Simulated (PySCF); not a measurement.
**DyO(OH): other functionals and bases at one geometry**

The task here is to estimate one member of a computed series from the others.

Method: several levels, as the steps say, no spin–orbit coupling; program: PySCF 2.14.0.

1 further run of the same task is left out (for a known fault of the program).

## Starting geometry

4 atoms, charge 0, spin multiplicity 1.

Bond lengths: Dy1–O2 1.833 Å, Dy1–O3 2.058 Å, O3–H4 0.960 Å. Angles: O2–Dy1–O3 111.7°, Dy1–O3–H4 139.3°.

As a file:

```xyz
4
charge 0, multiplicity 1
Dy   -0.0144   -0.0418   -0.4186
O     1.2412    0.0298    0.9155
O    -1.9281    0.0235    0.3344
H    -2.3755    0.0773    1.1817
```

Formal oxidation states: Dy +3. Each metal's 9 4f electrons lie in its core potential, so multiplicities, spins and levels count the valence alone. An earlier session relaxed this geometry at PBE0, Dy lcecp-1-SVP with ECP55, O def2-SVP, H def2-SVP (singlet, point group Cs).

At PBE0 on the finer grid: E = -187.905160 Eh, HOMO -6.28 eV, LUMO -2.08 eV, Mulliken charge on Dy1 +0.79 e, largest force component 0.011 eV/Å. 

Levels to run: CAM-B3LYP; r2SCAN; PBE0, TZVP. Hardware: 2 threads of AMD EPYC 7B13 (Zen 3), shared host.

The first run:

Contents of run.py (the lines that set the calculation):

```python
mol = gto.M(atom='''
Dy    -0.01439    -0.04181    -0.41856
O      1.24122     0.02977     0.91550
O     -1.92808     0.02352     0.33444
H     -2.37547     0.07728     1.18171''',
    basis={'Dy': 'lcecp-1-SVP', 'O': 'def2-SVP', 'H': 'def2-SVP'},
    ecp={'Dy': 'lcecp-1-SVP'},
    charge=0, spin=0)
mf = dft.RKS(mol, xc='CAMB3LYP')
mf.grids.atom_grid = (75, 302)  # f atoms: unpruned, at least (60, 302)
mf = mf.density_fit()  # fitting sets: Dy AutoAux, O def2-universal-JKFIT, H def2-universal-JKFIT
mf.conv_tol = 1e-08; mf.max_cycle = 55
mf.kernel(dm0)  # dm0: the density of the relaxed state
```

Launch:

```console
$ OMP_NUM_THREADS=2 python run.py
```

Steps of the session up to this table: CAM-B3LYP; r2SCAN; PBE0, TZVP.

One table of the session follows, with a row left open; its other results are not shown here.

| level | HOMO (eV) | gap (eV) | charge on Dy1 (e) | dipole (D) | largest force component (eV/Å) |
| --- | --- | --- | --- | --- | --- |
| PBE0 (relaxed here) | -6.28 | 4.20 | 0.79 | 6.16 | 0.01 |
| CAM-B3LYP | ? | ? | ? | ? | ? |
| r2SCAN | -5.06 | 2.84 | 0.77 | 5.94 | 0.54 |
| PBE0, TZVP | -6.28 | 4.19 | 1.24 | 6.43 | 0.27 |

**Question.** Estimate the row for CAM-B3LYP.

**Answer.** HOMO (eV): -7.60; gap (eV): 6.10; charge on Dy1 (e): 0.77; dipole (D): 6.39; largest force component (eV/Å): 0.08. In the column «HOMO (eV)» it is the lowest.

In one basis the HOMO–LUMO gap runs from 2.84 eV (r2SCAN) to 6.10 eV (CAM-B3LYP). The largest leftover force, 0.54 eV/Å with r2SCAN, stands at a geometry relaxed at another level. With 4f in the core, its levels are missing from HOMO and gap, and its count is fixed, so no charge can pass from the ligands into it. Total energies of different levels can't be compared.
